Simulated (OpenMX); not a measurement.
Crystal: HfGe.

```
CELL_PARAMETERS angstrom
3.93351 0.00000 0.00000
-1.96675 3.40652 0.00000
0.00000 0.00000 3.50962
ATOMIC_POSITIONS crystal
Hf 0.00000 0.00000 0.50000
Ge 0.33333 0.66667 0.50000
```

The cell was built by a generator and needn't be a form met in nature.

Base run:

```yaml
Program: OpenMX 3.8.5
Functional: PBE
Potentials_or_basis: OpenMX 2013 PBE set, Hf7.0-s3p2d2f1, Ge7.0-s3p2d2, grid cutoff 400 Ry
k_mesh: 7 × 7 × 7
Occupations: fermi-dirac, width 0.05 eV
Spin: no spin polarisation
```

Its results: band gap on the k mesh none (metal or under the smearing width); pressure 39.3 GPa; largest force 0.013 eV/Å.

Task: The run is repeated on the same cell with these changes: dispersion from none to D4. What comes out?

Result: Band gap on the k mesh none (metal or under the smearing width); pressure 37.4 GPa; largest force 0.013 eV/Å.

Dispersion adds attraction, which lowers the pressure at fixed volume and, as a term added to the energy, leaves the levels alone.

Caveats: a pressure of tens of GPa on the cell as given is suspect, and the run, the potentials or the cell itself is likely at fault; the basis of atomic orbitals isn't converged, which shifts pressures, moduli and gaps; pairwise dispersion overbinds metals, which lowers pressure and volume (some runs).
